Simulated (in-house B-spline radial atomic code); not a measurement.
**Excited states and polarisability of Sn³⁸⁺ by several methods**

The task here is to estimate one member of a computed series from the others.

The numbers are computed with in-house B-spline radial atomic code version 1 (linear response of a closed shell, each method with its own adiabatic kernel; spin-free one-electron X2C, finite nucleus; B-spline basis; no spin-orbit coupling, no double excitations; only terms of natural parity, (−1)^L, with L up to 3 are computed), except any that are marked as measured or tabulated.

### The atom as given

| Quantity | Value |
| --- | --- |
| element | tin (Z = 50) |
| charge | +38 |
| configuration | [Ne] 3s2 |
| runs | TDHF; PBE; RPBE; HSE06; PBEsol |

The outer shells:

Sn³⁸⁺
```
[Ne] core
3s [↑↓]
```

The first run:

The run's settings:

```ini
Z = 50
electrons = 12.0
configuration = [Ne] 3s2
hamiltonian = x2c
method = hf
box_radius = 3.33
rms_radius = 4.6519
intervals = 64
```

On the command line:

```sh
$ python run_td.py task.json out
```

The settings of every run stand in task.json; they run in order.

Among the steps run: TDHF.

One table of the session follows, with a row left open; its other results are not shown here.

It belongs to the step «TDHF». The states in eV; those that feel the box are left out:

```
   state  full (eV)  Tamm-Dancoff (eV)
3s→3p ³P     113.06             114.49
3s→3p ¹P          ?                  ?
3s→3d ³D     273.31             273.43
3s→3d ¹D     286.55             286.66
3s→4s ³S     1229.8             1229.8
3s→4s ¹S     1238.6             1238.7
3s→4p ³P     1286.9             1286.9
3s→4p ¹P     1290.2             1290.2
3s→4d ³D     1345.1             1345.1
3s→4d ¹D     1347.4             1347.4
3s→4f ³F     1376.1             1376.1
3s→4f ¹F     1382.1             1382.1
3s→5s ³S     1775.1             1775.1
3s→5s ¹S     1778.1             1778.1
```

Q: Estimate the row for 3s→3p ¹P from the others.

The run gave: full (eV): 148.52; Tamm-Dancoff (eV): 149.84. In the column «full (eV)» it lies between 3s→3p ³P (113.06) and 3s→3d ³D (273.31).
